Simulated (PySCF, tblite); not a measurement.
# C₆H₉Cl₂FSi: geometry, infrared bands and NMR shifts

Aim: predict the infrared bands and NMR shifts of C₆H₉Cl₂FSi (`CC1=C[Si@@](F)(C(Cl)Cl)CC1`).

Programs: tblite 0.8.0 and PySCF 2.14.0, with density-fitted response routines of our own. Each step states its level of theory. These are calculated values for one molecule in the gas phase, unless marked as measured. Atoms are numbered from 0 throughout.

### Step 1. Starting geometry

19 atoms, charge 0, multiplicity 1; geometry from: force field or distance geometry start.

Bonds of the start (Å): C0–C1 1.53, C1–C2 1.32, C2–Si3 1.88, Si3–F4 1.70, Si3–C5 1.81, C5–Cl6 1.79, C5–Cl7 1.76, Si3–C8 1.87, C8–C9 1.47, C9–C1 1.43, C0–H10 1.09, C0–H11 1.12, C0–H12 1.11, C2–H13 1.08, C5–H14 1.11, C8–H15 1.08, C8–H16 1.13, C9–H17 1.13, C9–H18 1.13.

### Step 2. Optimising the geometry with GFN2-xTB

Job settings and geometry (Å):

```
{"job": {"kind": "relax", "xc": "GFN2-xTB", "basis": "xTB"}, "charge": 0, "multiplicity": 1}
C      2.659300     0.550200     0.575400
C      1.259400     0.062000     0.212500
C      0.243100     0.291200     1.025300
Si    -1.317500    -0.442400     0.282500
F     -1.517200    -1.930300     1.085900
C     -2.772700     0.633600     0.279900
Cl    -3.847700     0.126100     1.621200
Cl    -2.454900     2.357100     0.487400
C     -0.465300    -0.700400    -1.362900
C      0.948400    -0.691500    -0.965100
H      2.995200     0.130300     1.523100
H      3.349200     0.159400    -0.215400
H      2.705500     1.656100     0.600000
H      0.206700     0.825600     1.964000
H     -3.404800     0.531400    -0.632900
H     -0.832200    -1.558600    -1.911600
H     -0.630400     0.211200    -2.017100
H      1.651000    -0.435500    -1.810300
H      1.215200    -1.766200    -0.749300
```

Run with:

```bash
$ OMP_NUM_THREADS=1 python probes_run.py task.json out
```

This one command runs all jobs of the session in turn.

**Question.** This job is followed by: GFN2-xTB harmonic vibrations, gas phase; GIAO PBE0/pcSseg-1 NMR shielding, non-relativistic, gas phase. What will the session give for the following? strongest single infrared mode (GFN2-xTB); zero-point energy (GFN2-xTB); 13C shifts against TMS (PBE0/pcSseg-1); 1H shifts against TMS (PBE0/pcSseg-1, means over atoms taken as alike); 29Si shifts against TMS (PBE0/pcSseg-1); 19F shifts against CFCl3 (PBE0/pcSseg-1); 35Cl shifts against HCl (PBE0/pcSseg-1).

As calculated:

```
                                                              quantity                                         value
                             strongest single infrared mode (GFN2-xTB)                          794 cm⁻¹, 162 km/mol
                                          zero-point energy (GFN2-xTB)                                 85.4 kcal/mol
                                13C shifts against TMS (PBE0/pcSseg-1)      183.4, 123.4, 71.9, 38.2, 26.6, 13.1 ppm
1H shifts against TMS (PBE0/pcSseg-1, means over atoms taken as alike)  5.90, 5.67, 2.42, 2.31, 2.14, 1.15, 0.96 ppm
                               29Si shifts against TMS (PBE0/pcSseg-1)                                      34.8 ppm
                              19F shifts against CFCl3 (PBE0/pcSseg-1)                                    -173.4 ppm
                               35Cl shifts against HCl (PBE0/pcSseg-1)                                  204, 191 ppm
```

**Reading.** Over 137 steps the energy fell by 0.850 eV; of the close pairs, Si3–C5 changed most, 1.810 to 1.924 Å. All 51 modes are real, so the xTB geometry is a minimum. The strongest single mode, at 794 cm⁻¹, is carried by C5, Si3, H14. Unscaled tight-binding wavenumbers are off by several per cent, some by more. Its intensities can rank the bands wrongly. C5 stands next to heavy halogen, whose spin-orbit shielding this run leaves out, so the computed shift lies too far downfield, most of all for carbon beside Br or I. The most deshielded hydrogen is H13 (hydrogen on an alkene CH), at 5.90 ppm: a vinylic proton, deshielded by the sp2 carbon and the C=C anisotropy.
